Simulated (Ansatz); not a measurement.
# MgO (MgO supercell): the cost of one run

Method: DFT PBE0-type hybrid with exact-exchange share 0.33, scalar-relativistic, plane waves, PAW, in Ansatz 0.2.0.

## Step 1: The starting structure

The structure is cubic, space group Fm-3m (No. 225). The conventional cell has a = 4.217 Å, b = 4.217 Å, c = 4.217 Å, α = 90.00°, β = 90.00°, γ = 90.00°. Mg (site symmetry m-3m) has 6 O at 2.11 Å as nearest neighbours. O (site symmetry m-3m) has 6 Mg at 2.11 Å as nearest neighbours.

As a file:

```xyz
216
Lattice="12.6510 0.0000 0.0000 0.0000 12.6510 0.0000 0.0000 0.0000 12.6510" Properties=species:S:1:pos:R:3 pbc="T T T"
Mg    0.0000    0.0000    0.0000
O     2.1085    0.0000    0.0000
O    10.5425    0.0000    0.0000
O     0.0000    0.0000    2.1085
O     0.0000    0.0000   10.5425
O     0.0000    2.1085    0.0000
O     0.0000   10.5425    0.0000
Mg    0.0000    2.1085    2.1085
Mg    0.0000    2.1085   10.5425
Mg    0.0000   10.5425    2.1085
Mg    0.0000   10.5425   10.5425
Mg    2.1085    0.0000    2.1085
Mg    2.1085    0.0000   10.5425
Mg   10.5425    0.0000    2.1085
Mg   10.5425    0.0000   10.5425
Mg    2.1085    2.1085    0.0000
Mg    2.1085   10.5425    0.0000
Mg   10.5425    2.1085    0.0000
Mg   10.5425   10.5425    0.0000
O     2.1085    2.1085    2.1085
O     2.1085    2.1085   10.5425
O     2.1085   10.5425    2.1085
O     2.1085   10.5425   10.5425
O    10.5425    2.1085    2.1085
O    10.5425    2.1085   10.5425
O    10.5425   10.5425    2.1085
O    10.5425   10.5425   10.5425
Mg    0.0000    0.0000    4.2170
Mg    0.0000    0.0000    8.4340
Mg    0.0000    4.2170    0.0000
Mg    0.0000    8.4340    0.0000
Mg    4.2170    0.0000    0.0000
Mg    8.4340    0.0000    0.0000
O     2.1085    0.0000    4.2170
O     2.1085    0.0000    8.4340
O     2.1085    4.2170    0.0000
O     2.1085    8.4340    0.0000
O    10.5425    0.0000    4.2170
O    10.5425    0.0000    8.4340
O    10.5425    4.2170    0.0000
O    10.5425    8.4340    0.0000
O     0.0000    4.2170    2.1085
O     0.0000    4.2170   10.5425
O     0.0000    8.4340    2.1085
O     0.0000    8.4340   10.5425
O     4.2170    0.0000    2.1085
O     4.2170    0.0000   10.5425
O     8.4340    0.0000    2.1085
O     8.4340    0.0000   10.5425
O     0.0000    2.1085    4.2170
O     0.0000    2.1085    8.4340
O     0.0000   10.5425    4.2170
O     0.0000   10.5425    8.4340
O     4.2170    2.1085    0.0000
O     4.2170   10.5425    0.0000
O     8.4340    2.1085    0.0000
O     8.4340   10.5425    0.0000
Mg    4.2170    2.1085    2.1085
Mg    4.2170    2.1085   10.5425
Mg    4.2170   10.5425    2.1085
Mg    4.2170   10.5425   10.5425
Mg    8.4340    2.1085    2.1085
Mg    8.4340    2.1085   10.5425
Mg    8.4340   10.5425    2.1085
Mg    8.4340   10.5425   10.5425
Mg    2.1085    4.2170    2.1085
Mg    2.1085    4.2170   10.5425
Mg    2.1085    8.4340    2.1085
Mg    2.1085    8.4340   10.5425
Mg   10.5425    4.2170    2.1085
Mg   10.5425    4.2170   10.5425
Mg   10.5425    8.4340    2.1085
Mg   10.5425    8.4340   10.5425
Mg    2.1085    2.1085    4.2170
Mg    2.1085    2.1085    8.4340
Mg    2.1085   10.5425    4.2170
Mg    2.1085   10.5425    8.4340
Mg   10.5425    2.1085    4.2170
Mg   10.5425    2.1085    8.4340
Mg   10.5425   10.5425    4.2170
Mg   10.5425   10.5425    8.4340
Mg    0.0000    4.2170    4.2170
Mg    0.0000    4.2170    8.4340
Mg    0.0000    8.4340    4.2170
Mg    0.0000    8.4340    8.4340
Mg    4.2170    0.0000    4.2170
Mg    4.2170    0.0000    8.4340
Mg    4.2170    4.2170    0.0000
Mg    4.2170    8.4340    0.0000
Mg    8.4340    0.0000    4.2170
Mg    8.4340    0.0000    8.4340
Mg    8.4340    4.2170    0.0000
Mg    8.4340    8.4340    0.0000
O     2.1085    4.2170    4.2170
O    10.5425    4.2170    4.2170
O     4.2170    4.2170    2.1085
O     4.2170    4.2170   10.5425
O     4.2170    2.1085    4.2170
O     4.2170   10.5425    4.2170
O     2.1085    4.2170    8.4340
O     2.1085    8.4340    4.2170
O     2.1085    8.4340    8.4340
O     6.3255    0.0000    0.0000
O    10.5425    4.2170    8.4340
O    10.5425    8.4340    4.2170
O    10.5425    8.4340    8.4340
O     0.0000    0.0000    6.3255
O     4.2170    8.4340    2.1085
O     4.2170    8.4340   10.5425
O     8.4340    4.2170    2.1085
O     8.4340    4.2170   10.5425
O     8.4340    8.4340    2.1085
O     8.4340    8.4340   10.5425
O     0.0000    6.3255    0.0000
O     4.2170    2.1085    8.4340
O     4.2170   10.5425    8.4340
O     8.4340    2.1085    4.2170
O     8.4340    2.1085    8.4340
O     8.4340   10.5425    4.2170
O     8.4340   10.5425    8.4340
Mg    0.0000    2.1085    6.3255
Mg    0.0000    6.3255    2.1085
Mg    0.0000    6.3255   10.5425
Mg    0.0000   10.5425    6.3255
Mg    2.1085    0.0000    6.3255
Mg    6.3255    0.0000    2.1085
Mg    6.3255    0.0000   10.5425
Mg   10.5425    0.0000    6.3255
Mg    2.1085    6.3255    0.0000
Mg    6.3255    2.1085    0.0000
Mg    6.3255   10.5425    0.0000
Mg   10.5425    6.3255    0.0000
O     2.1085    2.1085    6.3255
O     2.1085    6.3255    2.1085
O     2.1085    6.3255   10.5425
O     2.1085   10.5425    6.3255
O     6.3255    2.1085    2.1085
O     6.3255    2.1085   10.5425
O     6.3255   10.5425    2.1085
O     6.3255   10.5425   10.5425
O    10.5425    2.1085    6.3255
O    10.5425    6.3255    2.1085
O    10.5425    6.3255   10.5425
O    10.5425   10.5425    6.3255
Mg    4.2170    4.2170    4.2170
Mg    4.2170    4.2170    8.4340
Mg    4.2170    8.4340    4.2170
Mg    4.2170    8.4340    8.4340
Mg    8.4340    4.2170    4.2170
Mg    8.4340    4.2170    8.4340
Mg    8.4340    8.4340    4.2170
Mg    8.4340    8.4340    8.4340
O     6.3255    0.0000    4.2170
O     6.3255    0.0000    8.4340
O     6.3255    4.2170    0.0000
O     6.3255    8.4340    0.0000
O     0.0000    4.2170    6.3255
O     0.0000    8.4340    6.3255
O     4.2170    0.0000    6.3255
O     8.4340    0.0000    6.3255
O     0.0000    6.3255    4.2170
O     0.0000    6.3255    8.4340
O     4.2170    6.3255    0.0000
O     8.4340    6.3255    0.0000
Mg    4.2170    2.1085    6.3255
Mg    4.2170    6.3255    2.1085
Mg    4.2170    6.3255   10.5425
Mg    4.2170   10.5425    6.3255
Mg    8.4340    2.1085    6.3255
Mg    8.4340    6.3255    2.1085
Mg    8.4340    6.3255   10.5425
Mg    8.4340   10.5425    6.3255
Mg    2.1085    4.2170    6.3255
Mg    2.1085    8.4340    6.3255
Mg    6.3255    4.2170    2.1085
Mg    6.3255    4.2170   10.5425
Mg    6.3255    8.4340    2.1085
Mg    6.3255    8.4340   10.5425
Mg   10.5425    4.2170    6.3255
Mg   10.5425    8.4340    6.3255
Mg    2.1085    6.3255    4.2170
Mg    2.1085    6.3255    8.4340
Mg    6.3255    2.1085    4.2170
Mg    6.3255    2.1085    8.4340
Mg    6.3255   10.5425    4.2170
Mg    6.3255   10.5425    8.4340
Mg   10.5425    6.3255    4.2170
Mg   10.5425    6.3255    8.4340
O     6.3255    4.2170    4.2170
O     6.3255    4.2170    8.4340
O     6.3255    8.4340    4.2170
O     6.3255    8.4340    8.4340
O     4.2170    4.2170    6.3255
O     4.2170    8.4340    6.3255
O     8.4340    4.2170    6.3255
O     8.4340    8.4340    6.3255
O     4.2170    6.3255    4.2170
O     4.2170    6.3255    8.4340
O     8.4340    6.3255    4.2170
O     8.4340    6.3255    8.4340
Mg    0.0000    6.3255    6.3255
Mg    6.3255    0.0000    6.3255
Mg    6.3255    6.3255    0.0000
O     2.1085    6.3255    6.3255
O     6.3255    2.1085    6.3255
O     6.3255    6.3255    2.1085
O     6.3255    6.3255   10.5425
O     6.3255   10.5425    6.3255
O    10.5425    6.3255    6.3255
Mg    4.2170    6.3255    6.3255
Mg    8.4340    6.3255    6.3255
Mg    6.3255    4.2170    6.3255
Mg    6.3255    8.4340    6.3255
Mg    6.3255    6.3255    4.2170
Mg    6.3255    6.3255    8.4340
O     6.3255    6.3255    6.3255
```

## Step 2: Single point: MgO (MgO supercell), no spin

It takes the final geometry of an earlier run.

input.yaml

```yaml
crystal:
  lattice:
    - [12.651, 0.0, 0.0]
    - [0.0, 12.651, 0.0]
    - [0.0, 0.0, 12.651]
  atoms:
    - { symbol: Mg, position: [0.0, 0.0, 0.0] }
    - { symbol: O, position: [0.1666666667, 0.0, 0.0] }
    - { symbol: O, position: [0.8333333333, 0.0, 0.0] }
    - { symbol: O, position: [0.0, 0.0, 0.1666666667] }
    - { symbol: O, position: [0.0, 0.0, 0.8333333333] }
    - { symbol: O, position: [0.0, 0.1666666667, 0.0] }
    - { symbol: O, position: [0.0, 0.8333333333, 0.0] }
    - { symbol: Mg, position: [0.0, 0.1666666667, 0.1666666667] }
    - { symbol: Mg, position: [0.0, 0.1666666667, 0.8333333333] }
    - { symbol: Mg, position: [0.0, 0.8333333333, 0.1666666667] }
    - { symbol: Mg, position: [0.0, 0.8333333333, 0.8333333333] }
    - { symbol: Mg, position: [0.1666666667, 0.0, 0.1666666667] }
    - { symbol: Mg, position: [0.1666666667, 0.0, 0.8333333333] }
    - { symbol: Mg, position: [0.8333333333, 0.0, 0.1666666667] }
    - { symbol: Mg, position: [0.8333333333, 0.0, 0.8333333333] }
    - { symbol: Mg, position: [0.1666666667, 0.1666666667, 0.0] }
    - { symbol: Mg, position: [0.1666666667, 0.8333333333, 0.0] }
    - { symbol: Mg, position: [0.8333333333, 0.1666666667, 0.0] }
    - { symbol: Mg, position: [0.8333333333, 0.8333333333, 0.0] }
    - { symbol: O, position: [0.1666666667, 0.1666666667, 0.1666666667] }
    - { symbol: O, position: [0.1666666667, 0.1666666667, 0.8333333333] }
    - { symbol: O, position: [0.1666666667, 0.8333333333, 0.1666666667] }
    - { symbol: O, position: [0.1666666667, 0.8333333333, 0.8333333333] }
    - { symbol: O, position: [0.8333333333, 0.1666666667, 0.1666666667] }
    - { symbol: O, position: [0.8333333333, 0.1666666667, 0.8333333333] }
    - { symbol: O, position: [0.8333333333, 0.8333333333, 0.1666666667] }
    - { symbol: O, position: [0.8333333333, 0.8333333333, 0.8333333333] }
    - { symbol: Mg, position: [0.0, 0.0, 0.3333333333] }
    - { symbol: Mg, position: [0.0, 0.0, 0.6666666667] }
    - { symbol: Mg, position: [0.0, 0.3333333333, 0.0] }
    - { symbol: Mg, position: [0.0, 0.6666666667, 0.0] }
    - { symbol: Mg, position: [0.3333333333, 0.0, 0.0] }
    - { symbol: Mg, position: [0.6666666667, 0.0, 0.0] }
    - { symbol: O, position: [0.1666666667, 0.0, 0.3333333333] }
    - { symbol: O, position: [0.1666666667, 0.0, 0.6666666667] }
    - { symbol: O, position: [0.1666666667, 0.3333333333, 0.0] }
    - { symbol: O, position: [0.1666666667, 0.6666666667, 0.0] }
    - { symbol: O, position: [0.8333333333, 0.0, 0.3333333333] }
    - { symbol: O, position: [0.8333333333, 0.0, 0.6666666667] }
    - { symbol: O, position: [0.8333333333, 0.3333333333, 0.0] }
    - { symbol: O, position: [0.8333333333, 0.6666666667, 0.0] }
    - { symbol: O, position: [0.0, 0.3333333333, 0.1666666667] }
    - { symbol: O, position: [0.0, 0.3333333333, 0.8333333333] }
    - { symbol: O, position: [0.0, 0.6666666667, 0.1666666667] }
    - { symbol: O, position: [0.0, 0.6666666667, 0.8333333333] }
    - { symbol: O, position: [0.3333333333, 0.0, 0.1666666667] }
    - { symbol: O, position: [0.3333333333, 0.0, 0.8333333333] }
    - { symbol: O, position: [0.6666666667, 0.0, 0.1666666667] }
    - { symbol: O, position: [0.6666666667, 0.0, 0.8333333333] }
    - { symbol: O, position: [0.0, 0.1666666667, 0.3333333333] }
    - { symbol: O, position: [0.0, 0.1666666667, 0.6666666667] }
    - { symbol: O, position: [0.0, 0.8333333333, 0.3333333333] }
    - { symbol: O, position: [0.0, 0.8333333333, 0.6666666667] }
    - { symbol: O, position: [0.3333333333, 0.1666666667, 0.0] }
    - { symbol: O, position: [0.3333333333, 0.8333333333, 0.0] }
    - { symbol: O, position: [0.6666666667, 0.1666666667, 0.0] }
    - { symbol: O, position: [0.6666666667, 0.8333333333, 0.0] }
    - { symbol: Mg, position: [0.3333333333, 0.1666666667, 0.1666666667] }
    - { symbol: Mg, position: [0.3333333333, 0.1666666667, 0.8333333333] }
    - { symbol: Mg, position: [0.3333333333, 0.8333333333, 0.1666666667] }
    - { symbol: Mg, position: [0.3333333333, 0.8333333333, 0.8333333333] }
    - { symbol: Mg, position: [0.6666666667, 0.1666666667, 0.1666666667] }
    - { symbol: Mg, position: [0.6666666667, 0.1666666667, 0.8333333333] }
    - { symbol: Mg, position: [0.6666666667, 0.8333333333, 0.1666666667] }
    - { symbol: Mg, position: [0.6666666667, 0.8333333333, 0.8333333333] }
    - { symbol: Mg, position: [0.1666666667, 0.3333333333, 0.1666666667] }
    - { symbol: Mg, position: [0.1666666667, 0.3333333333, 0.8333333333] }
    - { symbol: Mg, position: [0.1666666667, 0.6666666667, 0.1666666667] }
    - { symbol: Mg, position: [0.1666666667, 0.6666666667, 0.8333333333] }
    - { symbol: Mg, position: [0.8333333333, 0.3333333333, 0.1666666667] }
    - { symbol: Mg, position: [0.8333333333, 0.3333333333, 0.8333333333] }
    - { symbol: Mg, position: [0.8333333333, 0.6666666667, 0.1666666667] }
    - { symbol: Mg, position: [0.8333333333, 0.6666666667, 0.8333333333] }
    - { symbol: Mg, position: [0.1666666667, 0.1666666667, 0.3333333333] }
    - { symbol: Mg, position: [0.1666666667, 0.1666666667, 0.6666666667] }
    - { symbol: Mg, position: [0.1666666667, 0.8333333333, 0.3333333333] }
    - { symbol: Mg, position: [0.1666666667, 0.8333333333, 0.6666666667] }
    - { symbol: Mg, position: [0.8333333333, 0.1666666667, 0.3333333333] }
    - { symbol: Mg, position: [0.8333333333, 0.1666666667, 0.6666666667] }
    - { symbol: Mg, position: [0.8333333333, 0.8333333333, 0.3333333333] }
    - { symbol: Mg, position: [0.8333333333, 0.8333333333, 0.6666666667] }
    - { symbol: Mg, position: [0.0, 0.3333333333, 0.3333333333] }
    - { symbol: Mg, position: [0.0, 0.3333333333, 0.6666666667] }
    - { symbol: Mg, position: [0.0, 0.6666666667, 0.3333333333] }
    - { symbol: Mg, position: [0.0, 0.6666666667, 0.6666666667] }
    - { symbol: Mg, position: [0.3333333333, 0.0, 0.3333333333] }
    - { symbol: Mg, position: [0.3333333333, 0.0, 0.6666666667] }
    - { symbol: Mg, position: [0.3333333333, 0.3333333333, 0.0] }
    - { symbol: Mg, position: [0.3333333333, 0.6666666667, 0.0] }
    - { symbol: Mg, position: [0.6666666667, 0.0, 0.3333333333] }
    - { symbol: Mg, position: [0.6666666667, 0.0, 0.6666666667] }
    - { symbol: Mg, position: [0.6666666667, 0.3333333333, 0.0] }
    - { symbol: Mg, position: [0.6666666667, 0.6666666667, 0.0] }
    - { symbol: O, position: [0.1666666667, 0.3333333333, 0.3333333333] }
    - { symbol: O, position: [0.8333333333, 0.3333333333, 0.3333333333] }
    - { symbol: O, position: [0.3333333333, 0.3333333333, 0.1666666667] }
    - { symbol: O, position: [0.3333333333, 0.3333333333, 0.8333333333] }
    - { symbol: O, position: [0.3333333333, 0.1666666667, 0.3333333333] }
    - { symbol: O, position: [0.3333333333, 0.8333333333, 0.3333333333] }
    - { symbol: O, position: [0.1666666667, 0.3333333333, 0.6666666667] }
    - { symbol: O, position: [0.1666666667, 0.6666666667, 0.3333333333] }
    - { symbol: O, position: [0.1666666667, 0.6666666667, 0.6666666667] }
    - { symbol: O, position: [0.5, 0.0, 0.0] }
    - { symbol: O, position: [0.8333333333, 0.3333333333, 0.6666666667] }
    - { symbol: O, position: [0.8333333333, 0.6666666667, 0.3333333333] }
    - { symbol: O, position: [0.8333333333, 0.6666666667, 0.6666666667] }
    - { symbol: O, position: [0.0, 0.0, 0.5] }
    - { symbol: O, position: [0.3333333333, 0.6666666667, 0.1666666667] }
    - { symbol: O, position: [0.3333333333, 0.6666666667, 0.8333333333] }
    - { symbol: O, position: [0.6666666667, 0.3333333333, 0.1666666667] }
    - { symbol: O, position: [0.6666666667, 0.3333333333, 0.8333333333] }
    - { symbol: O, position: [0.6666666667, 0.6666666667, 0.1666666667] }
    - { symbol: O, position: [0.6666666667, 0.6666666667, 0.8333333333] }
    - { symbol: O, position: [0.0, 0.5, 0.0] }
    - { symbol: O, position: [0.3333333333, 0.1666666667, 0.6666666667] }
    - { symbol: O, position: [0.3333333333, 0.8333333333, 0.6666666667] }
    - { symbol: O, position: [0.6666666667, 0.1666666667, 0.3333333333] }
    - { symbol: O, position: [0.6666666667, 0.1666666667, 0.6666666667] }
    - { symbol: O, position: [0.6666666667, 0.8333333333, 0.3333333333] }
    - { symbol: O, position: [0.6666666667, 0.8333333333, 0.6666666667] }
    - { symbol: Mg, position: [0.0, 0.1666666667, 0.5] }
    - { symbol: Mg, position: [0.0, 0.5, 0.1666666667] }
    - { symbol: Mg, position: [0.0, 0.5, 0.8333333333] }
    - { symbol: Mg, position: [0.0, 0.8333333333, 0.5] }
    - { symbol: Mg, position: [0.1666666667, 0.0, 0.5] }
    - { symbol: Mg, position: [0.5, 0.0, 0.1666666667] }
    - { symbol: Mg, position: [0.5, 0.0, 0.8333333333] }
    - { symbol: Mg, position: [0.8333333333, 0.0, 0.5] }
    - { symbol: Mg, position: [0.1666666667, 0.5, 0.0] }
    - { symbol: Mg, position: [0.5, 0.1666666667, 0.0] }
    - { symbol: Mg, position: [0.5, 0.8333333333, 0.0] }
    - { symbol: Mg, position: [0.8333333333, 0.5, 0.0] }
    - { symbol: O, position: [0.1666666667, 0.1666666667, 0.5] }
    - { symbol: O, position: [0.1666666667, 0.5, 0.1666666667] }
    - { symbol: O, position: [0.1666666667, 0.5, 0.8333333333] }
    - { symbol: O, position: [0.1666666667, 0.8333333333, 0.5] }
    - { symbol: O, position: [0.5, 0.1666666667, 0.1666666667] }
    - { symbol: O, position: [0.5, 0.1666666667, 0.8333333333] }
    - { symbol: O, position: [0.5, 0.8333333333, 0.1666666667] }
    - { symbol: O, position: [0.5, 0.8333333333, 0.8333333333] }
    - { symbol: O, position: [0.8333333333, 0.1666666667, 0.5] }
    - { symbol: O, position: [0.8333333333, 0.5, 0.1666666667] }
    - { symbol: O, position: [0.8333333333, 0.5, 0.8333333333] }
    - { symbol: O, position: [0.8333333333, 0.8333333333, 0.5] }
    - { symbol: Mg, position: [0.3333333333, 0.3333333333, 0.3333333333] }
    - { symbol: Mg, position: [0.3333333333, 0.3333333333, 0.6666666667] }
    - { symbol: Mg, position: [0.3333333333, 0.6666666667, 0.3333333333] }
    - { symbol: Mg, position: [0.3333333333, 0.6666666667, 0.6666666667] }
    - { symbol: Mg, position: [0.6666666667, 0.3333333333, 0.3333333333] }
    - { symbol: Mg, position: [0.6666666667, 0.3333333333, 0.6666666667] }
    - { symbol: Mg, position: [0.6666666667, 0.6666666667, 0.3333333333] }
    - { symbol: Mg, position: [0.6666666667, 0.6666666667, 0.6666666667] }
    - { symbol: O, position: [0.5, 0.0, 0.3333333333] }
    - { symbol: O, position: [0.5, 0.0, 0.6666666667] }
    - { symbol: O, position: [0.5, 0.3333333333, 0.0] }
    - { symbol: O, position: [0.5, 0.6666666667, 0.0] }
    - { symbol: O, position: [0.0, 0.3333333333, 0.5] }
    - { symbol: O, position: [0.0, 0.6666666667, 0.5] }
    - { symbol: O, position: [0.3333333333, 0.0, 0.5] }
    - { symbol: O, position: [0.6666666667, 0.0, 0.5] }
    - { symbol: O, position: [0.0, 0.5, 0.3333333333] }
    - { symbol: O, position: [0.0, 0.5, 0.6666666667] }
    - { symbol: O, position: [0.3333333333, 0.5, 0.0] }
    - { symbol: O, position: [0.6666666667, 0.5, 0.0] }
    - { symbol: Mg, position: [0.3333333333, 0.1666666667, 0.5] }
    - { symbol: Mg, position: [0.3333333333, 0.5, 0.1666666667] }
    - { symbol: Mg, position: [0.3333333333, 0.5, 0.8333333333] }
    - { symbol: Mg, position: [0.3333333333, 0.8333333333, 0.5] }
    - { symbol: Mg, position: [0.6666666667, 0.1666666667, 0.5] }
    - { symbol: Mg, position: [0.6666666667, 0.5, 0.1666666667] }
    - { symbol: Mg, position: [0.6666666667, 0.5, 0.8333333333] }
    - { symbol: Mg, position: [0.6666666667, 0.8333333333, 0.5] }
    - { symbol: Mg, position: [0.1666666667, 0.3333333333, 0.5] }
    - { symbol: Mg, position: [0.1666666667, 0.6666666667, 0.5] }
    - { symbol: Mg, position: [0.5, 0.3333333333, 0.1666666667] }
    - { symbol: Mg, position: [0.5, 0.3333333333, 0.8333333333] }
    - { symbol: Mg, position: [0.5, 0.6666666667, 0.1666666667] }
    - { symbol: Mg, position: [0.5, 0.6666666667, 0.8333333333] }
    - { symbol: Mg, position: [0.8333333333, 0.3333333333, 0.5] }
    - { symbol: Mg, position: [0.8333333333, 0.6666666667, 0.5] }
    - { symbol: Mg, position: [0.1666666667, 0.5, 0.3333333333] }
    - { symbol: Mg, position: [0.1666666667, 0.5, 0.6666666667] }
    - { symbol: Mg, position: [0.5, 0.1666666667, 0.3333333333] }
    - { symbol: Mg, position: [0.5, 0.1666666667, 0.6666666667] }
    - { symbol: Mg, position: [0.5, 0.8333333333, 0.3333333333] }
    - { symbol: Mg, position: [0.5, 0.8333333333, 0.6666666667] }
    - { symbol: Mg, position: [0.8333333333, 0.5, 0.3333333333] }
    - { symbol: Mg, position: [0.8333333333, 0.5, 0.6666666667] }
    - { symbol: O, position: [0.5, 0.3333333333, 0.3333333333] }
    - { symbol: O, position: [0.5, 0.3333333333, 0.6666666667] }
    - { symbol: O, position: [0.5, 0.6666666667, 0.3333333333] }
    - { symbol: O, position: [0.5, 0.6666666667, 0.6666666667] }
    - { symbol: O, position: [0.3333333333, 0.3333333333, 0.5] }
    - { symbol: O, position: [0.3333333333, 0.6666666667, 0.5] }
    - { symbol: O, position: [0.6666666667, 0.3333333333, 0.5] }
    - { symbol: O, position: [0.6666666667, 0.6666666667, 0.5] }
    - { symbol: O, position: [0.3333333333, 0.5, 0.3333333333] }
    - { symbol: O, position: [0.3333333333, 0.5, 0.6666666667] }
    - { symbol: O, position: [0.6666666667, 0.5, 0.3333333333] }
    - { symbol: O, position: [0.6666666667, 0.5, 0.6666666667] }
    - { symbol: Mg, position: [0.0, 0.5, 0.5] }
    - { symbol: Mg, position: [0.5, 0.0, 0.5] }
    - { symbol: Mg, position: [0.5, 0.5, 0.0] }
    - { symbol: O, position: [0.1666666667, 0.5, 0.5] }
    - { symbol: O, position: [0.5, 0.1666666667, 0.5] }
    - { symbol: O, position: [0.5, 0.5, 0.1666666667] }
    - { symbol: O, position: [0.5, 0.5, 0.8333333333] }
    - { symbol: O, position: [0.5, 0.8333333333, 0.5] }
    - { symbol: O, position: [0.8333333333, 0.5, 0.5] }
    - { symbol: Mg, position: [0.3333333333, 0.5, 0.5] }
    - { symbol: Mg, position: [0.6666666667, 0.5, 0.5] }
    - { symbol: Mg, position: [0.5, 0.3333333333, 0.5] }
    - { symbol: Mg, position: [0.5, 0.6666666667, 0.5] }
    - { symbol: Mg, position: [0.5, 0.5, 0.3333333333] }
    - { symbol: Mg, position: [0.5, 0.5, 0.6666666667] }
    - { symbol: O, position: [0.5, 0.5, 0.5] }
scf:
  occupations: { method: fixed }
output:
  forces: true
  stress: false
  eigenvalues: true
  efg: {}
kpoints:
  mp_grid: { grid: [1, 1, 1] }
hamiltonian:
  xc: { exchange: pbe, correlation: pbe, exx: { coeff: 0.33 } }
```

The run is started by

```console
$ ansatz run input.yaml --threads 8 --pin off --max-ram 18432MiB --backend cpu --events-out ev --progress --plain --runs-dir out
```

**Question.** How long does this run take on 8 threads of Arm Neoverse V2, shared host, and how much memory does it need?

About 29 min, with a peak of 16 GiB.
